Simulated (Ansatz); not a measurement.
**CH₁₁B₂GaSi₂: vertical ionisation energy**

The task here is to estimate one member of a computed series from the others.

Program: Ansatz 0.2.0, Gaussian basis. Level of theory: unrestricted cation, the program's frozen cores in correlated methods. These are calculated values, not measurements.

Plan: UKS PBE-D4/def2-TZVPP; UKS r2SCAN-D4/def2-TZVPP; UKS PBE0-D4/def2-TZVPP; UKS B3LYP-D4/def2-TZVPP; UKS wB97X-V/def2-TZVPP; UKS wB97M-V/def2-TZVPP; UKS B2PLYP/def2-TZVPP; UHF-CCSD(T)/def2-TZVPP; UHF-MP2/def2-QZVPP; extrapolation to the limit; then −ε(HOMO) from the neutral's earlier runs with LDA (SPW92), PBE-D4, revPBE-D4, BLYP-D4, r2SCAN-D4, B97M-V, PBE0-D4, B3LYP-D4, r2SCANh-D4, r2SCAN0-D4, HSE06-D4, BHLYP-D4, CAM-B3LYP-D4, LC-ωPBE, ωB97X-V, ωB97M-V.

### The relaxed structure

An earlier PBE0-D4 in a triple-zeta def2 set relaxation fixed the geometry.

17 atoms, charge 0, spin multiplicity 1.

Atoms are counted from 1 here; the program's logs count them from 0.

Bond lengths: C1–B2 1.526 Å, C1–H7 1.097 Å, C1–H8 1.094 Å, C1–H9 1.093 Å, B2–B3 1.522 Å, B3–Si4 2.011 Å, B3–Ga5 2.197 Å, B3–H10 1.191 Å, Si4–Ga5 2.678 Å, Si4–H11 1.486 Å, Si4–H12 1.546 Å, Si4–H13 1.484 Å, Ga5–Si6 2.414 Å, Ga5–H14 1.566 Å, Si6–H15 1.489 Å, Si6–H16 1.492 Å, Si6–H17 1.493 Å. Angles: B2–C1–H7 109.0°, B2–C1–H8 111.0°, B2–C1–H9 113.0°, H7–C1–H8 107.4°, H7–C1–H9 107.2°, H8–C1–H9 109.0°, C1–B2–B3 172.9°, B2–B3–Si4 104.2°, B2–B3–Ga5 85.4°, B2–B3–H10 136.6°, Si4–B3–Ga5 78.9°, Si4–B3–H10 117.8°, Ga5–B3–H10 111.4°, B3–Si4–Ga5 53.6°, B3–Si4–H11 118.0°, B3–Si4–H12 106.9°, B3–Si4–H13 113.7°, Ga5–Si4–H11 114.9° and more.

Set-up of the first run:

in.yaml reads:

```yaml
crystal:
  periodic: [false, false, false]
  atoms:
    - {symbol: C, position_ang: [0.616543, 0.329181, 2.220978]}
    - {symbol: B, position_ang: [1.273824, 0.302367, 0.844100]}
    - {symbol: B, position_ang: [1.820050, 0.126717, -0.565516]}
    - {symbol: Si, position_ang: [0.934112, -1.550554, -1.234344]}
    - {symbol: Ga, position_ang: [-0.122745, 0.910519, -1.227597]}
    - {symbol: Si, position_ang: [-2.232597, 0.688430, -0.076007]}
    - {symbol: H, position_ang: [-0.145861, -0.457506, 2.267986]}
    - {symbol: H, position_ang: [1.346978, 0.123097, 3.008568]}
    - {symbol: H, position_ang: [0.117806, 1.277243, 2.438413]}
    - {symbol: H, position_ang: [2.713179, 0.579266, -1.210956]}
    - {symbol: H, position_ang: [0.357390, -2.482430, -0.230451]}
    - {symbol: H, position_ang: [-0.328000, -1.113328, -2.012882]}
    - {symbol: H, position_ang: [1.737733, -2.291183, -2.237823]}
    - {symbol: H, position_ang: [0.014406, 1.629268, -2.611748]}
    - {symbol: H, position_ang: [-3.413781, 0.735201, -0.981042]}
    - {symbol: H, position_ang: [-2.297276, -0.592943, 0.685700]}
    - {symbol: H, position_ang: [-2.391780, 1.786655, 0.922622]}
basis:
  gaussian: {orbitals: def2-TZVPP}
total_charge: 1
magnetization: {spin_polarized: true, initial_magnetization: 1}
hamiltonian: {xc: pbe, dispersion: d4}
```

Run with:

```bash
$ ansatz run in.yaml --threads 2 --pin off --events-out ev --progress --plain --max-ram 22528MiB --backend cuda --devices 0, --max-vram 18GiB
```

Among the steps run: Cation, UKS PBE-D4/def2-TZVPP; Cation, UKS r2SCAN-D4/def2-TZVPP; Cation, UKS PBE0-D4/def2-TZVPP; Cation, UKS B3LYP-D4/def2-TZVPP; Cation, UKS wB97X-V/def2-TZVPP; Cation, UKS wB97M-V/def2-TZVPP; Cation, UKS B2PLYP (frozen core)/def2-TZVPP; Cation, UHF-CCSD(T)/def2-TZVPP; Cation, UHF-MP2/def2-QZVPP.

One table of the session follows, with a row left open; its other results are not shown here.

Orbital estimates, from the neutral's runs:

```
  functional  −ε(HOMO) (eV)
 LDA (SPW92)              ?
      PBE-D4           5.77
   revPBE-D4           5.71
     BLYP-D4           5.57
   r2SCAN-D4           5.94
      B97M-V           6.02
     PBE0-D4           6.68
    B3LYP-D4           6.46
  r2SCANh-D4           6.28
  r2SCAN0-D4           6.80
    HSE06-D4           6.30
    BHLYP-D4           7.42
CAM-B3LYP-D4           7.80
     LC-ωPBE           9.05
     ωB97X-V           8.75
     ωB97M-V           8.61
```

Q: Estimate the row for LDA (SPW92) from the others.

The run gave: −ε(HOMO) (eV): 5.89. In the column «−ε(HOMO) (eV)» it lies between PBE-D4 (5.77) and r2SCAN-D4 (5.94).
